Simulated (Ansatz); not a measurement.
Working through a test of scalar relativity of AsH (charge -1)

With Ansatz 0.2.0, Python API.

Run as a notebook:

```python
import warnings

import ansatz
import numpy as np
```

```python
warnings.simplefilter("ignore", ansatz.DeckWarning)

geometry_ang = [
    ("As", [0.0, 0.0, 0.0]),
    ("H", [0.0, 0.0, 1.595]),
]
molecule = ansatz.Crystal.molecule()
for symbol, xyz in geometry_ang:
    molecule = molecule.atom(symbol, xyz)

calc = (
    molecule.calculation()
    .functional("b3lyp")
    .charge(-1)
    .spin("collinear", total=1)
    .forces()
)
# a set contracted for a scalar-relativistic Hamiltonian goes with the relativistic run
sets = {"none": "cc-pVTZ", "scalar": "cc-pVTZ-DK"}
found = {kind: calc.basis(gaussian=basis).pseudopotentials(relativity=kind).run(threads=1).report for kind, basis in sets.items()}
for kind, each in found.items():
    dipole = 4.803205 * np.linalg.norm(each["charge_distribution"]["dipole_moment_e_ang"])
    print(f"{kind:7s} E = {each['free_energy_ev']:.4f} eV  dipole {dipole:.3f} D  largest force component {np.abs(each['forces_ev_ang']).max():.4f} eV/A")
print(f"relativity lowers the total energy by {found['none']['free_energy_ev'] - found['scalar']['free_energy_ev']:.3f} eV")
```

    none    E = -60859.2720 eV  dipole 0.355 D  largest force component 0.5746 eV/A
    scalar  E = -61536.1765 eV  dipole 0.449 D  largest force component 0.5753 eV/A
    relativity lowers the total energy by 676.905 eV

Reading the output:
- The settings weren't tested for convergence.
- The geometry is a force-field or estimated start, not a minimum of this method. The basis set changes with the Hamiltonian (a set recontracted for scalar relativity), and most of the change in the total lies in the cores.
- The run takes the species as open-shell (spin multiplicity 2), which needn't be its ground state.
- An ion's dipole depends on the origin; the program takes it about the centre of nuclear charge.
- b3lyp holds the VWN-RPA fit, as in Gaussian; the form of ORCA and Turbomole is b3lyp5.
- Anions want diffuse functions, which this basis lacks.
- It ran for 3.6 s on 1 thread of Arm Neoverse V2, on a shared host, peak memory 0.18 GiB.
